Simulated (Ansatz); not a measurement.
# Al: an axial (c/a) deformation path

One table from this session's results is given with a row withheld; the runs are named, their logs left out.

This is Al in the hcp structure; at room conditions it is fcc.

Program: Ansatz 0.2.0. Level of theory: DFT PBEsol, scalar-relativistic, plane waves, PAW. These are calculated values, not measurements.

## The starting structure

The structure is hexagonal, space group P6_3/mmc (No. 194). The conventional cell has a = 2.812 Å, b = 2.812 Å, c = 4.867 Å, α = 90.00°, β = 90.00°, γ = 120.00°. Al (site symmetry -6m2) has 12 Al at 2.81 to 2.93 Å in its first shell of neighbours.

Coordinates:

```cif
data_structure
_symmetry_space_group_name_H-M 'P6_3/mmc'
_symmetry_Int_Tables_number 194
_cell_length_a 2.8125
_cell_length_b 2.8125
_cell_length_c 4.8669
_cell_angle_alpha 90.000
_cell_angle_beta 90.000
_cell_angle_gamma 120.000
_cell_volume 33.34
loop_
_atom_site_label
_atom_site_type_symbol
_atom_site_symmetry_multiplicity
_atom_site_Wyckoff_symbol
_atom_site_fract_x
_atom_site_fract_y
_atom_site_fract_z
_atom_site_occupancy
Al1 Al 2 c 0.66667 0.33333 0.75000 1
```

It goes back to an entry of the Materials Project, which need not be the stable form.

No relaxation comes first: the listed cell is the starting point.

## The reference cell

Reference values: F = -1049.0231 eV; pressure -1.33 GPa; largest force 0.000 eV/Å; gap on the mesh none (metal). It was computed beforehand with the settings of the runs below.

The first run:

At fixed volume and fractional coordinates, lengths along (0.000, 0.000, 1.000) are scaled against those across it; ρ is that ratio over its starting value.

Contents of input.yaml:

```yaml
crystal:
  lattice:
    - [2.9690168435, 0.0, 0.0]
    - [-1.4845084217, 2.5712440107, 0.0]
    - [0.0, 0.0, 4.3671077923]
  atoms:
    - { symbol: Al, position: [0.6666666667, 0.3333333333, 0.75] }
    - { symbol: Al, position: [0.3333333333, 0.6666666667, 0.25] }
basis:
  ecutwfc: 420
kpoints:
  mp_grid: { grid: [24, 24, 12] }
hamiltonian:
  xc: pbesol
scf:
  occupations: { method: gaussian, width: 0.15 }
output:
  forces: true
  stress: true
  eigenvalues: true
```

Run with:

```
$ ansatz run input.yaml --threads 1 --pin off --max-ram 2560MiB --backend cpu --events-out ev --progress --plain --runs-dir out
```

Steps of the session up to this table: Point ρ = 0.850; ρ = 1.200; At ρ = 0.920; ρ = 1.100; At ρ = 0.960; ρ = 1.050; At ρ = 0.800; At ρ = 1.300.

One table of the session follows, with a row left open; its other results are not shown here.

It belongs to the step «The scan collected». 

| ρ | ΔE (meV/atom) | pressure (GPa) |
| --- | --- | --- |
| 0.800 | 59.3 | 0.8 |
| 0.850 | 23.6 | -0.6 |
| 0.920 | -1.1 | -1.5 |
| 0.960 | ? | ? |
| 1.000 | 0.0 | -1.3 |
| 1.050 | 15.2 | -0.6 |
| 1.100 | 41.5 | 0.5 |
| 1.200 | 126.3 | 4.0 |
| 1.300 | 257.4 | 8.9 |

Estimate the missing values for ρ = 0.960.

Worked estimate for «ΔE (meV/atom)». A straight line through the neighbours (0.920, -1.1) and (1.000, 0.0) gives -1.1 + (0.0 + 1.1) × (0.960 − 0.920) / (1.000 − 0.920) = -0.6; a parabola fitted to 4 rows on both sides gives -4.4.

As computed: ΔE (meV/atom): -5.6; pressure (GPa): -1.6. In «ΔE (meV/atom)» the line misses by +5.0 and the parabola by +1.2.
